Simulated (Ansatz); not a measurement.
# Ge₃H (quartet): the correlation ladder at a displaced geometry (v2), cc-pVDZ

One table from this session's results is given with a row withheld; the runs are named, their logs left out.

Computed with Ansatz 0.2.0, Gaussian basis. Level: cc-pVDZ, core rule «outside noble gas», up to 42 orbitals frozen.

To be run: UHF; CCSD(T) on ROHF; BCCD(T) on ROHF; CISD; CCSDT(Q) on ROHF; CCSDT(Q) on UHF.

33 further runs of the same task are left out: 23 that didn't finish, 10 set aside as unsound or not needed.

**The geometry**

The geometry is a PBE0/def2-TZVP stationary point (not a proven minimum) with its atoms shifted at random (size 0.100 Å). No spin-orbit coupling is included. The filled d shell of Ge may be among the frozen orbitals whatever the setting's name suggests; the logs give the count.

4 atoms, charge 0, spin multiplicity 4.

Atoms are counted from 1 here; the program's logs count them from 0.

Bond lengths: Ge1–Ge2 2.404 Å, Ge1–H4 1.533 Å, Ge2–Ge3 2.409 Å. Angles: Ge2–Ge1–H4 76.3°, Ge1–Ge2–Ge3 173.7°.

Coordinates:

```xyz
4

Ge    0.06458   -0.39387    1.88222
Ge   -0.10036   -0.33306   -0.51494
Ge   -0.02367   -0.37705   -2.92253
H     0.05944    1.10398    1.55525
```

Set-up of the first run:

in.yaml

```yaml
crystal:
  periodic: [false, false, false]
  atoms:
    - {symbol: Ge, position_ang: [0.064582, -0.393870, 1.882216]}
    - {symbol: Ge, position_ang: [-0.100356, -0.333065, -0.514940]}
    - {symbol: Ge, position_ang: [-0.023670, -0.377048, -2.922528]}
    - {symbol: H, position_ang: [0.059444, 1.103983, 1.555253]}
basis:
  gaussian: {orbitals: cc-pVDZ}
magnetization: {spin_polarized: true, initial_magnetization: 3}
hamiltonian: {xc: hf}
output: {orbitals: {seedname: orbitals}}
```

The run is started by

```console
> ansatz run in.yaml --threads 1 --pin off --events-out ev --progress --plain --max-ram 2393MiB
```

Among the steps run: UHF; CCSD(T) on ROHF; BCCD(T) on ROHF; CISD; CCSDT(Q) on ROHF; CCSDT(Q) on UHF.

One table of the session follows, with a row left open; its other results are not shown here.

```
   method  from RCCSDT(Q) (kJ/mol)
     ROHF                   +691.3
     RMP2                        ?
     CISD                   +114.6
    RCCSD                    +41.4
 RCCSD(T)                     +9.2
  BCCD(T)                     +9.0
   RCCSDT                     +3.0
RCCSDT(Q)                        0
```

**Question.** Estimate the row for RMP2.

As computed: from RCCSDT(Q) (kJ/mol): +147.5. In the column «from RCCSDT(Q) (kJ/mol)» it lies between CISD (+114.6) and ROHF (+691.3).

Not comparable, so not listed: CCSDT(Q) on UHF (they don't share determinant, frozen orbitals or solution with the rows shown, or repeat one).
